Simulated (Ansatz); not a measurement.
# CH3GeNO: the cost of one run

All numbers are computed with Ansatz 0.2.0 through its Python package. Level of theory: CAM-B3LYP/def2-SVP.

## 1. Starting point

Bond lengths: N1–C2 1.272 Å, C2–O3 1.487 Å, C2–Ge4 1.810 Å, O3–Ge4 1.721 Å, N1–H5 1.109 Å, Ge4–H6 1.598 Å, Ge4–H7 1.523 Å. Angles: N1–C2–O3 145.9°, N1–C2–Ge4 152.0°, O3–C2–Ge4 62.0°, C2–N1–H5 116.9°, C2–O3–Ge4 68.3°, C2–Ge4–O3 49.7°, C2–Ge4–H6 105.1°, C2–Ge4–H7 108.4°, O3–Ge4–H6 114.5°, O3–Ge4–H7 118.3°, H6–Ge4–H7 127.2°.

No structure file is read: the coordinates are typed or built in the script.

## 2. The code

Contents of scan_ch3geno.py:

```python
import ansatz
import numpy as np

geometry_ang = [
    ("N", [-0.993, -1.5022, -0.3743]),
    ("C", [-0.0903, -0.7407, 0.0986]),
    ("O", [1.1481, -0.6608, 0.9175]),
    ("Ge", [0.7258, 0.8682, 0.2502]),
    ("H", [-1.7793, -1.0232, -0.9927]),
    ("H", [-0.2504, 1.7445, 1.1636]),
    ("H", [1.3002, 1.246, -1.1086]),
]
system = ansatz.Crystal.molecule()
for symbol, xyz in geometry_ang:
    system = system.atom(symbol, xyz)

symbols = [site.symbol for site in system.cartesian_sites]
start = np.array([site.position_ang for site in system.cartesian_sites])
axis = (start[0] - start[1]) / np.linalg.norm(start[0] - start[1])
moving = [0, 4]
lengths, energies = [1.119, 1.17, 1.221, 1.272, 1.323, 1.374, 1.425, 1.501], []
for length in lengths:
    xyz = start.copy()
    xyz[moving] += (length - np.linalg.norm(start[0] - start[1])) * axis
    point = ansatz.Crystal.molecule()
    for symbol, place in zip(symbols, xyz):
        point = point.atom(symbol, place.tolist())
    calculation = (
        point.calculation()
        .basis(gaussian="def2-SVP")
        .functional("CAM-B3LYP")
    )
    rep = calculation.run(threads=1, backend="cpu").report
    energies.append(rep["free_energy_ev"])
    print(f"r = {length:6.3f} A  E = {energies[-1]:.5f} eV  <S^2> = {abs(rep['mean_field']['state']['spin_squared']):.3f}")

fit = np.polynomial.Polynomial.fit(lengths, np.array(energies) - min(energies), 4).convert()
roots = [r.real for r in fit.deriv().roots() if abs(r.imag) < 1e-9 and fit.deriv(2)(r.real) > 0]
r_e = min(roots, key=lambda r: abs(r - lengths[int(np.argmin(energies))]))
print(f"minimum of the fit at {r_e:.4f} A, force constant {fit.deriv(2)(r_e):.2f} eV/A^2")
```

## 3. Launch

Command:

```bash
$ python scan_ch3geno.py
```

What time and memory should one allow on 1 thread of Arm Neoverse V2, shared host?

About 22 s, with a peak of 0.25 GiB.
